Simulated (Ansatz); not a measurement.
# Ti2C: a single-point run

Wanted: a converged single-point run for Ti2C, and a check of what comes out. The structure is shown as the input types it.

Computed with Ansatz 0.2.0 (DFT, LDA, norm-conserving pseudopotentials, Ansatz's default files, scalar-relativistic, unless a step's input says otherwise).

2 further runs of the same task are left out: 1 that didn't finish, 1 set aside as unsound or not needed.

### Step 1. The structure to begin with

The structure is trigonal, space group R-3m (No. 166). The conventional cell has a = 2.575 Å, b = 2.575 Å, c = 9.306 Å, α = 90.00°, β = 90.00°, γ = 120.00°. Ti (site symmetry 3m) is surrounded by 4 C at 1.75 to 2.19 Å and 3 Ti at 1.96 Å. C (site symmetry -3m) is surrounded by 8 Ti at 1.75 to 2.19 Å.

As a file:

```xyz
3
Lattice="1.2875 0.7433 3.1021 -1.2875 0.7433 3.1021 0.0000 -1.4866 3.1021" Properties=species:S:1:pos:R:3 pbc="T T T"
Ti    0.0000    0.0000    2.4652
Ti    0.0000    0.0000    6.8410
C     0.0000    0.0000    4.6531
```

### Step 2. Input and run

File input.yaml:

```yaml
crystal:
  lattice:
    - [1.2874764096, 0.7433248516, 3.1020901575]
    - [-1.2874764096, 0.7433248516, 3.1020901575]
    - [0.0, -1.4866497032, 3.1020901575]
  atoms:
    - { symbol: Ti, position: [0.264900599, 0.264900599, 0.264900599] }
    - { symbol: Ti, position: [0.735099401, 0.735099401, 0.735099401] }
    - { symbol: C, position: [0.5, 0.5, 0.5] }
kpoints:
  mp_grid: { grid: [14, 14, 14] }
scf:
  occupations: { method: fermi_dirac, width: 0.05 }
hamiltonian:
  xc: lda
  pseudopotentials: { kind: nc }
output:
  forces: true
  stress: true
  eigenvalues: true
  efg: { contact_densities: true }
  populations: true
```

Started as:

```
$ ansatz run input.yaml --threads 1 --pin off --max-ram 3072MiB --backend cpu --events-out ev --progress --plain --runs-dir out
```

Q: Will this input give a usable result? If not, why, and what should change?

The program refused the input before any cycle. The line that matters: «output.efg without hamiltonian.pseudopotentials.kind: paw|paw_fr|all_electron or hamiltonian.pseudopotentials.kind: all_electron — the all-electron EFG reconstruction needs the PAW one-centre densities; drop the efg request ...»

The program refuses this combination of settings.

Fix: choose a set-up that the feature supports.
